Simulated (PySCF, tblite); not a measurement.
# CH4F3GeSi radical: geometry, infrared bands and EPR parameters

Aim: predict the infrared bands and EPR parameters of CH4F3GeSi radical (`FC(F)(F)[SiH2][GeH2]`).

Computed with tblite 0.8.0 and PySCF 2.14.0, with density-fitted response routines of our own, on a single molecule in the gas phase. Atoms count from 0, in the outputs and in this text.

## (1) The starting structure

10 atoms, charge 0, multiplicity 2; geometry from: force field or distance geometry start.

Bonds of the start (Å): F0–C1 1.37, C1–F2 1.35, C1–F3 1.39, C1–Si4 1.86, Si4–Ge5 2.32, Si4–H6 1.45, Si4–H7 1.48, Ge5–H8 1.56, Ge5–H9 1.56.

## (2) Relaxing the molecule with GFN2-xTB

Job settings and geometry (Å):

```
{"job": {"kind": "relax", "xc": "GFN2-xTB", "basis": "xTB"}, "charge": 0, "multiplicity": 2}
F     -1.731000    -0.372900     1.420100
C     -1.440900    -0.276500     0.080000
F     -2.478600     0.081800    -0.704300
F     -1.051600    -1.542700    -0.339900
Si     0.023600     0.861900    -0.102600
Ge     1.850300    -0.505700    -0.519200
H      0.151900     1.628500     1.121100
H     -0.171100     1.802500    -1.231800
H      1.677100    -1.825700     0.289000
H      3.179000     0.153600    -0.034900
```

Started as:

```
> OMP_NUM_THREADS=1 python probes_run.py task.json out
```

One launch serves the whole session: the jobs run in the order shown.

**Question.** This job is followed by: GFN2-xTB harmonic vibrations, gas phase; UKS B3LYP, def2-TZVP-core on Ge, pcH-1 on C F H Si, non-relativistic, mean-field spin-orbit, GIAO. Predict these results of the whole session: strongest single infrared mode (GFN2-xTB); zero-point energy (GFN2-xTB); g(iso) (B3LYP); ⟨S²⟩; largest a(iso) (averaged by class); surface potential, 1st and 99th percentile.

The runs gave:

| quantity | value |
| --- | --- |
| strongest single infrared mode (GFN2-xTB) | 1750 cm⁻¹, 667 km/mol |
| zero-point energy (GFN2-xTB) | 25.9 kcal/mol |
| g(iso) (B3LYP) | 2.01878 |
| ⟨S²⟩ | 0.752 (exact 0.75) |
| largest a(iso) (averaged by class) | 73Ge on Ge5, -253.9 MHz |
| surface potential, 1st and 99th percentile | -0.67 V and 1.68 V |

In words: The optimisation took 62 steps and gained 0.384 eV; among the close pairs (by a distance rule), C1–Si4 changed most, from 1.864 to 1.946 Å. All 24 modes are real, so the xTB geometry is a minimum. The strongest single mode, at 1750 cm⁻¹, moves mainly H8 and H9. Unscaled tight-binding wavenumbers are off by several per cent, some by more. Its intensities can rank the bands wrongly. Most of the unpaired spin sits on Ge5 (0.84 e). The isotropic g lies 16.5 ppt above the free-electron value. The hyperfine terms hold no scalar relativity, which the heavier nuclei need.
